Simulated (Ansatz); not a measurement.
CH6BFSn, SMILES B[CH2][SnH2][F], a rigid torsion scan

Program: Ansatz 0.2.0, Python API.

Notebook, run cell by cell (the value of a cell's last expression is shown):

```python
import ansatz as az
from ase import Atoms

atoms = Atoms(['B', 'C', 'Sn', 'F', 'H', 'H', 'H', 'H', 'H', 'H'], positions=[
    (-1.5695, 0.1645, -0.3046),
    (-0.3867, -0.7857, -0.2471),
    (1.3255, 0.2903, 0.3836),
    (1.8279, 1.7125, -0.8793),
    (-2.1761, 0.3811, -1.3586),
    (-1.9814, 0.7873, 0.6559),
    (-0.5762, -1.5948, 0.4784),
    (-0.1577, -1.2016, -1.256),
    (1.0591, 1.006, 2.0151),
    (2.7182, -0.8108, 0.5156),
])

first = (
    az.Crystal.molecule_from_ase(atoms).calculation()
    .basis(gaussian='def2-SVP')
    .functional('r2scan0')
    .relax(force_tolerance=0.02, max_steps=80)
)
atoms.positions = first.run(threads=1).report['positions_ang']
```

```python
start = atoms.get_dihedral(0, 1, 2, 3)
energies = {}
for turn in range(0, 360, 30):
    turned = atoms.copy()
    turned.set_dihedral(0, 1, 2, 3, start + turn, indices=[2, 3, 8, 9])
    job = (
        az.Crystal.molecule_from_ase(turned).calculation()
        .basis(gaussian='def2-SVP')
        .functional('r2scan0')
    )
    energies[round((start + turn) % 360)] = job.run(threads=1).report['free_energy_ev']
floor = min(energies.values())
print('dihedral B0-C1-Sn2-F3 (deg)   E - E(min) (kcal/mol)')
for angle, e in sorted(energies.items()):
    print(f'{angle:8d} {23.060548 * (e - floor):14.3f}  ' + '#' * int(30 * (e - floor) / max(max(energies.values()) - floor, 1e-9)))
```

    dihedral B0-C1-Sn2-F3 (deg)   E - E(min) (kcal/mol)
           6          0.153  #####
          36          0.737  ##########################
          66          0.643  #######################
          96          0.403  ##############
         126          0.522  ###################
         156          0.823  ##############################
         186          0.766  ###########################
         216          0.433  ###############
         246          0.162  #####
         276          0.166  ######
         306          0.218  #######
         336          0.000

Notes:
- The scan is rigid and the energies are electronic, in a modest basis. With rigid groups the curve can differ much from the relaxed path, the start wasn't checked as a minimum of this torsion, and equivalent turns needn't return to the same energy.
- def2 sets replace the cores of elements past krypton by effective core potentials.
- Wall time of the script: 2.4 min on 1 thread of Arm Neoverse V1, with other jobs on the host, peak memory 0.31 GiB.
